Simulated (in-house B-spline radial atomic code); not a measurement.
# Sn⁺: a fraction of an electron removed from 5s

How does the exchange-only LDA energy of Sn⁺ change when part of an electron is removed from 5s?

The numbers are computed with in-house B-spline radial atomic code version 1 (non-relativistic exchange-only LDA (Slater), spin-polarised, spherical fractional occupations, point nucleus, basis-set limit), except any that are marked as measured or tabulated.

## Step 1: What is computed

- element: tin (Z = 50)
- charge: +1
- electrons: 49
- configuration: [Kr] 4d10 5s2 5p1
- Hamiltonian: non-relativistic
- nucleus: point

Outer shells as boxes (Hund's rule):

[Kr] 4d10 5s2 5p1
```
[Kr] core
4d [↑↓][↑↓][↑↓][↑↓][↑↓]
5s [↑↓]
5p [↑ ][  ][  ]
```

Where spins are not typed, each open shell is filled with up spins first.

## Step 2: The start, at fraction 0

The run's settings:

```ini
Z = 50
electrons = 49.0
configuration = [Kr] 4d10 5s2 5p1
hamiltonian = nr
method = lda,
spin_polarised = True
```

The program writes no log. Results of the run, from its result record (rounded, main fields):

```text
status: converged
scf [iteration, energy, orbital gradient]:
  - [1, -6011.10062694, 0.492]
  - [2, -6011.11673365, 0.347]
  - [3, -6014.96084905, 0.0155]
  - [4, -6014.96629939, 0.0067]
  - [5, -6014.96714272, 0.00157]
  - [6, -6014.9671924, 0.000453]
  - [7, -6014.96719778, 0.000103]
  - [8, -6014.96719818, 2.63e-05]
  - [9, -6014.9671982, 1.57e-06]
  - [10, -6014.9671982, 2.73e-08]
energy [hartree]: {"total": -6014.9671982, "kinetic": 6014.96720067, "nuclear": -14301.2083894, "coulomb": 2421.95299253, "xc": -150.679001999}
orbitals [hartree, bohr; first row names the columns]:
  - ["name", "occ", "eps", "<r>", "<r^2>", "<1/r>", "r_max", "density_at_nucleus", "spin_orbit_zeta"]
  - ["1s up", 1.0, -1026.9533, 0.030449, 0.0012401, 49.431, 0.020162, 38885.0, "-"]
  - ["1s down", 1.0, -1026.9526, 0.030449, 0.0012401, 49.431, 0.020162, 38885.0, "-"]
  - ["2s up", 1.0, -151.73548, 0.13155, 0.020323, 11.295, 0.11168, 4048.1, "-"]
  - ["2s down", 1.0, -151.7353, 0.13155, 0.020323, 11.295, 0.11168, 4048.0, "-"]
  - ["2p up", 3.0, -142.03101, 0.11214, 0.015294, 11.309, 0.087347, "-", 5.1723]
  - ["2p down", 3.0, -142.03057, 0.11214, 0.015294, 11.309, 0.087347, "-", 5.1723]
  - ["3s up", 1.0, -29.348983, 0.35327, 0.14246, 4.0684, 0.32055, 776.03, "-"]
  - ["3s down", 1.0, -29.348388, 0.35326, 0.14246, 4.0684, 0.32055, 776.03, "-"]
  - ["3p up", 3.0, -25.340595, 0.34407, 0.13719, 3.9937, 0.30684, "-", 0.93518]
  - ["3p down", 3.0, -25.339947, 0.34407, 0.13718, 3.9937, 0.30684, "-", 0.93519]
  - ["3d up", 5.0, -17.879241, 0.31495, 0.11761, 3.8549, 0.25135, "-", 0.12632]
  - ["3d down", 5.0, -17.878691, 0.31494, 0.1176, 3.855, 0.25134, "-", 0.12632]
  - ["4s up", 1.0, -4.7789451, 0.8494, 0.81689, 1.6219, 0.77207, 157.22, "-"]
  - ["4s down", 1.0, -4.777617, 0.84921, 0.81641, 1.6221, 0.77209, 157.25, "-"]
  - ["4p up", 3.0, -3.4452571, 0.89969, 0.92579, 1.5117, 0.7994, "-", 0.16925]
  - ["4p down", 3.0, -3.4435483, 0.89919, 0.92448, 1.5122, 0.7994, "-", 0.16936]
  - ["4d up", 5.0, -1.2409592, 1.0929, 1.4209, 1.2236, 0.8826, "-", 0.015339]
  - ["4d down", 5.0, -1.2362429, 1.0879, 1.4051, 1.2276, 0.88215, "-", 0.015433]
  - ["5s up", 1.0, -0.60587002, 2.4129, 6.5962, 0.53089, 2.0739, 16.779, "-"]
  - ["5s down", 1.0, -0.57064778, 2.3901, 6.4821, 0.53778, 2.0514, 17.433, "-"]
  - ["5p up", 1.0, -0.36489252, 2.9521, 9.9597, 0.42929, 2.4752, "-", 0.012568]
sum_r [bohr^k]: {"-1": 286.0242, "1": 32.67198, "2": 46.77125}
density_at_nucleus [bohr^-3]: 87766.35
spin_density_at_nucleus [bohr^-3]: -0.706259
mass_velocity [hartree]: -507.5072
darwin [hartree]: 367.0697
```

Run time: 0.31 s. Hardware: 1 thread, shared host.

## Step 3: 0.03 electron removed from 5s

The run's settings:

```ini
Z = 50
electrons = 48.97
configuration = [Kr] 4d10 5s1.97 5p1
hamiltonian = nr
method = lda,
spin_polarised = True
```

Results of the run:

```text
status: converged
iterations: 10
energy [hartree]: {"total": -6014.94995202, "kinetic": 6014.94995592, "nuclear": -14300.6456028, "coulomb": 2421.41805499, "xc": -150.672360156}
orbitals [hartree, bohr; first row names the columns]:
  - ["name", "occ", "eps", "<r>"]
  - ["1s up", 1.0, -1026.9645, 0.030449]
  - ["1s down", 1.0, -1026.9637, 0.030449]
  - ["2s up", 1.0, -151.7465, 0.13155]
  - ["2s down", 1.0, -151.7463, 0.13155]
  - ["2p up", 3.0, -142.04204, 0.11214]
  - ["2p down", 3.0, -142.04158, 0.11214]
  - ["3s up", 1.0, -29.360026, 0.35327]
  - ["3s down", 1.0, -29.35939, 0.35326]
  - ["3p up", 3.0, -25.351638, 0.34407]
  - ["3p down", 3.0, -25.350949, 0.34407]
  - ["3d up", 5.0, -17.890276, 0.31495]
  - ["3d down", 5.0, -17.889692, 0.31494]
  - ["4s up", 1.0, -4.7899864, 0.8494]
  - ["4s down", 1.0, -4.7885624, 0.84919]
  - ["4p up", 3.0, -3.456304, 0.89969]
  - ["4p down", 3.0, -3.4544678, 0.89915]
  - ["4d up", 5.0, -1.2520009, 1.0929]
  - ["4d down", 5.0, -1.2469684, 1.0876]
  - ["5s up", 1.0, -0.6158173, 2.4087]
  - ["5s down", 0.97, -0.5790999, 2.3864]
  - ["5p up", 1.0, -0.37390833, 2.9409]
sum_r [bohr^k]: {"-1": 286.0129, "1": 32.57933, "2": 46.44324}
energy_minus_base [hartree]: 0.0172461806
```

It took 0.16 s on 1 thread, shared host.

energy_minus_base is the energy less that of the reference run.

## Step 4: 0.14 electron removed from 5s

The run's settings:

```ini
Z = 50
electrons = 48.86
configuration = [Kr] 4d10 5s1.86 5p1
hamiltonian = nr
method = lda,
spin_polarised = True
```

Results of the run:

```text
status: converged
iterations: 10
energy [hartree]: {"total": -6014.88454192, "kinetic": 6014.88454656, "nuclear": -14298.5628886, "coulomb": 2419.4418268, "xc": -150.648026662}
orbitals [hartree, bohr; first row names the columns]:
  - ["name", "occ", "eps", "<r>"]
  - ["1s up", 1.0, -1027.0056, 0.030449]
  - ["1s down", 1.0, -1027.0047, 0.030449]
  - ["2s up", 1.0, -151.78728, 0.13155]
  - ["2s down", 1.0, -151.78702, 0.13155]
  - ["2p up", 3.0, -142.08285, 0.11214]
  - ["2p down", 3.0, -142.0823, 0.11214]
  - ["3s up", 1.0, -29.400878, 0.35327]
  - ["3s down", 1.0, -29.400089, 0.35326]
  - ["3p up", 3.0, -25.39249, 0.34407]
  - ["3p down", 3.0, -25.391648, 0.34407]
  - ["3d up", 5.0, -17.931098, 0.31495]
  - ["3d down", 5.0, -17.930385, 0.31494]
  - ["4s up", 1.0, -4.8308274, 0.84941]
  - ["4s down", 1.0, -4.8290466, 0.84914]
  - ["4p up", 3.0, -3.4971648, 0.89971]
  - ["4p down", 3.0, -3.4948543, 0.89903]
  - ["4d up", 5.0, -1.2928368, 1.0926]
  - ["4d down", 5.0, -1.2866235, 1.0864]
  - ["5s up", 1.0, -0.65257282, 2.3937]
  - ["5s down", 0.86, -0.61020075, 2.3729]
  - ["5p up", 1.0, -0.40728937, 2.9021]
sum_r [bohr^k]: {"-1": 285.9713, "1": 32.24352, "2": 45.27089}
energy_minus_base [hartree]: 0.0826562765
```

It took 0.16 s on 1 thread, shared host.

## Step 5: 0.34 electron removed from 5s

The run's settings:

```ini
Z = 50
electrons = 48.66
configuration = [Kr] 4d10 5s1.66 5p1
hamiltonian = nr
method = lda,
spin_polarised = True
```

Results of the run:

```text
status: converged
iterations: 10
energy [hartree]: {"total": -6014.75682286, "kinetic": 6014.75682811, "nuclear": -14294.7019856, "coulomb": 2415.79235312, "xc": -150.604018468}
orbitals [hartree, bohr; first row names the columns]:
  - ["name", "occ", "eps", "<r>"]
  - ["1s up", 1.0, -1027.0819, 0.030449]
  - ["1s down", 1.0, -1027.0806, 0.030449]
  - ["2s up", 1.0, -151.86281, 0.13155]
  - ["2s down", 1.0, -151.86242, 0.13155]
  - ["2p up", 3.0, -142.15843, 0.11214]
  - ["2p down", 3.0, -142.15772, 0.11214]
  - ["3s up", 1.0, -29.476537, 0.35327]
  - ["3s down", 1.0, -29.475463, 0.35326]
  - ["3p up", 3.0, -25.46815, 0.34407]
  - ["3p down", 3.0, -25.467022, 0.34407]
  - ["3d up", 5.0, -18.006699, 0.31495]
  - ["3d down", 5.0, -18.005749, 0.31494]
  - ["4s up", 1.0, -4.9064566, 0.84943]
  - ["4s down", 1.0, -4.9040083, 0.84905]
  - ["4p up", 3.0, -3.5728291, 0.89973]
  - ["4p down", 3.0, -3.5696251, 0.89878]
  - ["4d up", 5.0, -1.3684335, 1.092]
  - ["4d down", 5.0, -1.3599781, 1.0841]
  - ["5s up", 1.0, -0.72049674, 2.3677]
  - ["5s down", 0.66, -0.66702602, 2.3485]
  - ["5p up", 1.0, -0.46922854, 2.8379]
sum_r [bohr^k]: {"-1": 285.894, "1": 31.64736, "2": 43.24927}
energy_minus_base [hartree]: 0.210375345
```

Wall time 0.16 s (1 thread, shared host).

## Step 6: 0.49 electron removed from 5s

The run's settings:

```ini
Z = 50
electrons = 48.51
configuration = [Kr] 4d10 5s1.51 5p1
hamiltonian = nr
method = lda,
spin_polarised = True
```

Results of the run:

```text
status: converged
iterations: 10
energy [hartree]: {"total": -6014.65357036, "kinetic": 6014.65357509, "nuclear": -14291.7466316, "coulomb": 2413.01089249, "xc": -150.571406343}
orbitals [hartree, bohr; first row names the columns]:
  - ["name", "occ", "eps", "<r>"]
  - ["1s up", 1.0, -1027.1403, 0.030449]
  - ["1s down", 1.0, -1027.1387, 0.030449]
  - ["2s up", 1.0, -151.92055, 0.13155]
  - ["2s down", 1.0, -151.92007, 0.13155]
  - ["2p up", 3.0, -142.21622, 0.11214]
  - ["2p down", 3.0, -142.21539, 0.11214]
  - ["3s up", 1.0, -29.534389, 0.35327]
  - ["3s down", 1.0, -29.533094, 0.35326]
  - ["3p up", 3.0, -25.526001, 0.34407]
  - ["3p down", 3.0, -25.524655, 0.34407]
  - ["3d up", 5.0, -18.064504, 0.31495]
  - ["3d down", 5.0, -18.063372, 0.31494]
  - ["4s up", 1.0, -4.964279, 0.84944]
  - ["4s down", 1.0, -4.9613146, 0.84897]
  - ["4p up", 3.0, -3.6306777, 0.89975]
  - ["4p down", 3.0, -3.6267764, 0.89859]
  - ["4d up", 5.0, -1.4262153, 1.0915]
  - ["4d down", 5.0, -1.415985, 1.0823]
  - ["5s up", 1.0, -0.77232806, 2.349]
  - ["5s down", 0.51, -0.70965089, 2.33]
  - ["5p up", 1.0, -0.51668459, 2.7944]
sum_r [bohr^k]: {"-1": 285.8349, "1": 31.21129, "2": 41.81475}
energy_minus_base [hartree]: 0.313627844
```

Wall time 0.16 s (1 thread, shared host).

## Step 7: 0.5 electron removed from 5s

The run's settings:

```ini
Z = 50
electrons = 48.5
configuration = [Kr] 4d10 5s1.5 5p1
hamiltonian = nr
method = lda,
spin_polarised = True
```

Results of the run:

```text
status: converged
iterations: 10
energy [hartree]: {"total": -6014.64645967, "kinetic": 6014.64646433, "nuclear": -14291.5478593, "coulomb": 2412.82418479, "xc": -150.569249523}
orbitals [hartree, bohr; first row names the columns]:
  - ["name", "occ", "eps", "<r>"]
  - ["1s up", 1.0, -1027.1442, 0.030449]
  - ["1s down", 1.0, -1027.1426, 0.030449]
  - ["2s up", 1.0, -151.92443, 0.13155]
  - ["2s down", 1.0, -151.92395, 0.13155]
  - ["2p up", 3.0, -142.22011, 0.11214]
  - ["2p down", 3.0, -142.21927, 0.11214]
  - ["3s up", 1.0, -29.538278, 0.35327]
  - ["3s down", 1.0, -29.536969, 0.35326]
  - ["3p up", 3.0, -25.52989, 0.34407]
  - ["3p down", 3.0, -25.528529, 0.34407]
  - ["3d up", 5.0, -18.06839, 0.31495]
  - ["3d down", 5.0, -18.067245, 0.31494]
  - ["4s up", 1.0, -4.968166, 0.84944]
  - ["4s down", 1.0, -4.9651668, 0.84896]
  - ["4p up", 3.0, -3.6345664, 0.89975]
  - ["4p down", 3.0, -3.6306178, 0.89857]
  - ["4d up", 5.0, -1.4300992, 1.0915]
  - ["4d down", 5.0, -1.4197474, 1.0821]
  - ["5s up", 1.0, -0.77580975, 2.3477]
  - ["5s down", 0.5, -0.7124857, 2.3287]
  - ["5p up", 1.0, -0.51987775, 2.7916]
sum_r [bohr^k]: {"-1": 285.831, "1": 31.18253, "2": 41.72138}
energy_minus_base [hartree]: 0.320738528
```

Wall time 0.16 s (1 thread, shared host).

## Step 8: 0.51 electron removed from 5s

The run's settings:

```ini
Z = 50
electrons = 48.49
configuration = [Kr] 4d10 5s1.49 5p1
hamiltonian = nr
method = lda,
spin_polarised = True
```

Results of the run:

```text
status: converged
iterations: 10
energy [hartree]: {"total": -6014.63932065, "kinetic": 6014.63932522, "nuclear": -14291.3488724, "coulomb": 2412.63732174, "xc": -150.567095225}
orbitals [hartree, bohr; first row names the columns]:
  - ["name", "occ", "eps", "<r>"]
  - ["1s up", 1.0, -1027.1481, 0.030449]
  - ["1s down", 1.0, -1027.1465, 0.030449]
  - ["2s up", 1.0, -151.92832, 0.13155]
  - ["2s down", 1.0, -151.92783, 0.13155]
  - ["2p up", 3.0, -142.22399, 0.11214]
  - ["2p down", 3.0, -142.22315, 0.11214]
  - ["3s up", 1.0, -29.542171, 0.35327]
  - ["3s down", 1.0, -29.540847, 0.35326]
  - ["3p up", 3.0, -25.533783, 0.34407]
  - ["3p down", 3.0, -25.532407, 0.34406]
  - ["3d up", 5.0, -18.07228, 0.31495]
  - ["3d down", 5.0, -18.071123, 0.31494]
  - ["4s up", 1.0, -4.9720569, 0.84945]
  - ["4s down", 1.0, -4.9690228, 0.84895]
  - ["4p up", 3.0, -3.6384591, 0.89975]
  - ["4p down", 3.0, -3.634463, 0.89856]
  - ["4d up", 5.0, -1.4339869, 1.0915]
  - ["4d down", 5.0, -1.4235132, 1.082]
  - ["5s up", 1.0, -0.77929469, 2.3465]
  - ["5s down", 0.49, -0.71531913, 2.3275]
  - ["5p up", 1.0, -0.52307453, 2.7888]
sum_r [bohr^k]: {"-1": 285.827, "1": 31.15381, "2": 41.62828}
energy_minus_base [hartree]: 0.327877554
```

It took 0.16 s on 1 thread, shared host.

## Step 9: 0.75 electron removed from 5s

The run's settings:

```ini
Z = 50
electrons = 48.25
configuration = [Kr] 4d10 5s1.25 5p1
hamiltonian = nr
method = lda,
spin_polarised = True
```

Results of the run:

```text
status: converged
iterations: 10
energy [hartree]: {"total": -6014.45953832, "kinetic": 6014.45953835, "nuclear": -14286.5107011, "coulomb": 2408.10797235, "xc": -150.516347947}
orbitals [hartree, bohr; first row names the columns]:
  - ["name", "occ", "eps", "<r>"]
  - ["1s up", 1.0, -1027.2436, 0.030449]
  - ["1s down", 1.0, -1027.2415, 0.030449]
  - ["2s up", 1.0, -152.02271, 0.13155]
  - ["2s down", 1.0, -152.02207, 0.13155]
  - ["2p up", 3.0, -142.31846, 0.11214]
  - ["2p down", 3.0, -142.31742, 0.11214]
  - ["3s up", 1.0, -29.636744, 0.35327]
  - ["3s down", 1.0, -29.635059, 0.35326]
  - ["3p up", 3.0, -25.628356, 0.34407]
  - ["3p down", 3.0, -25.626621, 0.34406]
  - ["3d up", 5.0, -18.16677, 0.31495]
  - ["3d down", 5.0, -18.165318, 0.31494]
  - ["4s up", 1.0, -5.0665863, 0.84947]
  - ["4s down", 1.0, -5.062701, 0.84881]
  - ["4p up", 3.0, -3.7330332, 0.89977]
  - ["4p down", 3.0, -3.7278666, 0.89821]
  - ["4d up", 5.0, -1.528434, 1.0907]
  - ["4d down", 5.0, -1.5148882, 1.0788]
  - ["5s up", 1.0, -0.86389152, 2.3181]
  - ["5s down", 0.25, -0.78255446, 2.2966]
  - ["5p up", 1.0, -0.60086095, 2.7264]
sum_r [bohr^k]: {"-1": 285.7302, "1": 30.47545, "2": 39.47094}
energy_minus_base [hartree]: 0.507659881
```

It took 0.16 s on 1 thread, shared host.

## Step 10: 0.87 electron removed from 5s

The run's settings:

```ini
Z = 50
electrons = 48.13
configuration = [Kr] 4d10 5s1.13 5p1
hamiltonian = nr
method = lda,
spin_polarised = True
```

Results of the run:

```text
status: converged
iterations: 10
energy [hartree]: {"total": -6014.36367089, "kinetic": 6014.36366668, "nuclear": -14284.0487013, "coulomb": 2405.81329011, "xc": -150.491926362}
orbitals [hartree, bohr; first row names the columns]:
  - ["name", "occ", "eps", "<r>"]
  - ["1s up", 1.0, -1027.2921, 0.030449]
  - ["1s down", 1.0, -1027.2898, 0.030449]
  - ["2s up", 1.0, -152.07066, 0.13155]
  - ["2s down", 1.0, -152.06996, 0.13155]
  - ["2p up", 3.0, -142.36646, 0.11214]
  - ["2p down", 3.0, -142.36533, 0.11214]
  - ["3s up", 1.0, -29.684807, 0.35327]
  - ["3s down", 1.0, -29.682939, 0.35326]
  - ["3p up", 3.0, -25.676418, 0.34407]
  - ["3p down", 3.0, -25.674502, 0.34406]
  - ["3d up", 5.0, -18.214785, 0.31495]
  - ["3d down", 5.0, -18.213187, 0.31494]
  - ["4s up", 1.0, -5.1146392, 0.84948]
  - ["4s down", 1.0, -5.1103221, 0.84874]
  - ["4p up", 3.0, -3.7811121, 0.89978]
  - ["4p down", 3.0, -3.7753379, 0.89801]
  - ["4d up", 5.0, -1.5764488, 1.0903]
  - ["4d down", 5.0, -1.5612384, 1.077]
  - ["5s up", 1.0, -0.90687082, 2.3045]
  - ["5s down", 0.13, -0.81502541, 2.2794]
  - ["5p up", 1.0, -0.64050282, 2.6977]
sum_r [bohr^k]: {"-1": 285.681, "1": 30.14373, "2": 38.44393}
energy_minus_base [hartree]: 0.603527315
```

Wall time 0.15 s (1 thread, shared host).

## Step 11: 0.94 electron removed from 5s

The run's settings:

```ini
Z = 50
electrons = 48.06
configuration = [Kr] 4d10 5s1.06 5p1
hamiltonian = nr
method = lda,
spin_polarised = True
```

Results of the run:

```text
status: converged
iterations: 10
energy [hartree]: {"total": -6014.30597947, "kinetic": 6014.30597258, "nuclear": -14282.6002181, "coulomb": 2404.46638014, "xc": -150.478114101}
orbitals [hartree, bohr; first row names the columns]:
  - ["name", "occ", "eps", "<r>"]
  - ["1s up", 1.0, -1027.3207, 0.030449]
  - ["1s down", 1.0, -1027.3182, 0.030449]
  - ["2s up", 1.0, -152.09884, 0.13155]
  - ["2s down", 1.0, -152.09811, 0.13155]
  - ["2p up", 3.0, -142.39467, 0.11214]
  - ["2p down", 3.0, -142.39349, 0.11214]
  - ["3s up", 1.0, -29.713061, 0.35327]
  - ["3s down", 1.0, -29.711086, 0.35326]
  - ["3p up", 3.0, -25.704671, 0.34407]
  - ["3p down", 3.0, -25.70265, 0.34406]
  - ["3d up", 5.0, -18.24301, 0.31495]
  - ["3d down", 5.0, -18.241328, 0.31494]
  - ["4s up", 1.0, -5.1428973, 0.84949]
  - ["4s down", 1.0, -5.1383294, 0.84869]
  - ["4p up", 3.0, -3.8093877, 0.89979]
  - ["4p down", 3.0, -3.8032535, 0.8979]
  - ["4d up", 5.0, -1.6046912, 1.09]
  - ["4d down", 5.0, -1.5884553, 1.0759]
  - ["5s up", 1.0, -0.93215345, 2.2967]
  - ["5s down", 0.06, -0.83315722, 2.2679]
  - ["5p up", 1.0, -0.6638558, 2.6816]
sum_r [bohr^k]: {"-1": 285.652, "1": 29.95243, "2": 37.85984}
energy_minus_base [hartree]: 0.661218733
```

Wall time 0.16 s (1 thread, shared host).

## Step 12: 1 electron removed from 5s

The run's settings:

```ini
Z = 50
electrons = 48.0
configuration = [Kr] 4d10 5s1 5p1
hamiltonian = nr
method = lda,
spin_polarised = True
```

Results of the run:

```text
status: converged
iterations: 10
energy [hartree]: {"total": -6014.2555476, "kinetic": 6014.25553865, "nuclear": -14281.3519144, "coulomb": 2403.30745167, "xc": -150.466623545}
orbitals [hartree, bohr; first row names the columns]:
  - ["name", "occ", "eps", "<r>"]
  - ["1s up", 1.0, -1027.3452, 0.030449]
  - ["1s down", 1.0, -1027.3427, 0.030449]
  - ["2s up", 1.0, -152.12311, 0.13155]
  - ["2s down", 1.0, -152.12235, 0.13155]
  - ["2p up", 3.0, -142.41896, 0.11214]
  - ["2p down", 3.0, -142.41773, 0.11214]
  - ["3s up", 1.0, -29.737394, 0.35327]
  - ["3s down", 1.0, -29.735328, 0.35326]
  - ["3p up", 3.0, -25.729003, 0.34407]
  - ["3p down", 3.0, -25.726892, 0.34406]
  - ["3d up", 5.0, -18.267314, 0.31495]
  - ["3d down", 5.0, -18.265562, 0.31494]
  - ["4s up", 1.0, -5.1672444, 0.8495]
  - ["4s down", 1.0, -5.1624649, 0.84865]
  - ["4p up", 3.0, -3.8337524, 0.8998]
  - ["4p down", 3.0, -3.8273079, 0.89779]
  - ["4d up", 5.0, -1.6290335, 1.0898]
  - ["4d down", 5.0, -1.6118747, 1.0748]
  - ["5s up", 1.0, -0.95395546, 2.2901]
  - ["5p up", 1.0, -0.68401143, 2.6682]
sum_r [bohr^k]: {"-1": 285.627, "1": 29.78978, "2": 37.3682}
energy_minus_base [hartree]: 0.711650603
```

Wall time 0.15 s (1 thread, shared host).

## Step 13: Energy against the fraction

| fraction | energy change (eV) | less the straight line (eV) | level 5s down (eV) | sum of <r²> (bohr²) |
| --- | --- | --- | --- | --- |
| 0 | 0.0000 | 0.0000 | -15.528 | 46.771 |
| 0.03 | 0.4693 | -0.1117 | -15.758 | 46.443 |
| 0.14 | 2.2492 | -0.4619 | -16.604 | 45.271 |
| 0.34 | 5.7246 | -0.8595 | -18.151 | 43.249 |
| 0.49 | 8.5342 | -0.9546 | -19.311 | 41.815 |
| 0.5 | 8.7277 | -0.9548 | -19.388 | 41.721 |
| 0.51 | 8.9220 | -0.9541 | -19.465 | 41.628 |
| 0.75 | 13.8141 | -0.7096 | -21.294 | 39.471 |
| 0.87 | 16.4228 | -0.4247 | -22.178 | 38.444 |
| 0.94 | 17.9927 | -0.2104 | -22.671 | 37.860 |
| 1 | 19.3650 | 0.0000 | empty | 37.368 |

From fraction 0 to 1 the energy changes by 19.365 eV. It sags under the straight line by up to 0.95 eV (at 0.5). Slater's transition state, the slope from the orbital energy at fraction 0.5 (Janak's theorem), gives 19.388 eV for the whole step.
